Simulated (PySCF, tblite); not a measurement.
# C5H7F3Ge: geometry, infrared bands and NMR shifts

Wanted: the infrared bands and NMR shifts of C5H7F3Ge (`C#C[CH2][GeH2][CH2]C(F)(F)F`), by calculation.

Computed with tblite 0.8.0 and PySCF 2.14.0, with density-fitted response routines of our own, on a single molecule in the gas phase. Atoms are numbered from 0 throughout.

**1. The starting structure**

16 atoms, charge 0, multiplicity 1; geometry from: force field or distance geometry start.

Bonds of the start (Å): C0–C1 1.21, C1–C2 1.47, C2–Ge3 1.94, Ge3–C4 1.91, C4–C5 1.49, C5–F6 1.38, C5–F7 1.41, C5–F8 1.38, C0–H9 1.08, C2–H10 1.13, C2–H11 1.10, Ge3–H12 1.56, Ge3–H13 1.56, C4–H14 1.13, C4–H15 1.13.

**2. Relaxing the molecule with GFN2-xTB**

What the job is given:

```
{"job": {"kind": "relax", "xc": "GFN2-xTB", "basis": "xTB"}, "charge": 0, "multiplicity": 1}
C     -1.976400     1.770200     0.699400
C     -1.906800     0.575500     0.519500
C     -1.784000    -0.875900     0.324500
Ge    -0.141700    -1.206200    -0.661800
C      0.936800     0.363700    -0.562100
C      2.171700     0.269700     0.264400
F      3.072000    -0.692500    -0.141100
F      2.828700     1.506300     0.097000
F      1.887100     0.151000     1.610600
H     -2.081000     2.833700     0.857600
H     -2.684000    -1.154100    -0.299900
H     -1.795200    -1.443600     1.269700
H     -0.596400    -1.519600    -2.117000
H      0.575000    -2.491700    -0.149800
H      1.164700     0.726900    -1.606600
H      0.321700     1.195300    -0.115700
```

On the command line:

```sh
> OMP_NUM_THREADS=1 python probes_run.py task.json out
```

The driver reads the jobs from task.json and runs them one after another.

**Question.** This job is followed by: GFN2-xTB harmonic vibrations, gas phase; GIAO PBE0/pcSseg-1 NMR shielding, non-relativistic, gas phase. What will the session give for the following? strongest single infrared mode (GFN2-xTB); zero-point energy (GFN2-xTB); 13C shifts against TMS (PBE0/pcSseg-1); 1H shifts against TMS (PBE0/pcSseg-1, means over atoms taken as alike); 73Ge shifts against GeMe4 (PBE0/pcSseg-1); 19F shifts against CFCl3 (PBE0/pcSseg-1, means over atoms taken as alike); surface potential, 1st and 99th percentile.

**Answer**, as computed:

| quantity | value |
| --- | --- |
| strongest single infrared mode (GFN2-xTB) | 2028 cm⁻¹, 473 km/mol |
| zero-point energy (GFN2-xTB) | 62.8 kcal/mol |
| 13C shifts against TMS (PBE0/pcSseg-1) | 137.5, 85.3, 75.2, 20.7, 3.7 ppm |
| 1H shifts against TMS (PBE0/pcSseg-1, means over atoms taken as alike) | 4.25, 2.14, 2.06, 1.44 ppm |
| 73Ge shifts against GeMe4 (PBE0/pcSseg-1) | -138 ppm |
| 19F shifts against CFCl3 (PBE0/pcSseg-1, means over atoms taken as alike) | -72.9 ppm |
| surface potential, 1st and 99th percentile | -0.78 V and 1.36 V |

**Reading.** Over 131 steps the energy fell by 0.678 eV; of the close pairs, Ge3–C4 changed most, 1.907 to 1.990 Å. All 42 modes are real, so the xTB geometry is a minimum. The strongest single mode, at 2028 cm⁻¹, moves mainly H13 and H12. Unscaled tight-binding wavenumbers are off by several per cent, some by more. Its intensities can rank the bands wrongly. At PBE0/pcSseg-1: The largest span, 293 ppm, is at C1, where the paramagnetic term is -161 ppm. Spin-orbit coupling is left out, which matters for shieldings and couplings at and beside the heavy atoms.
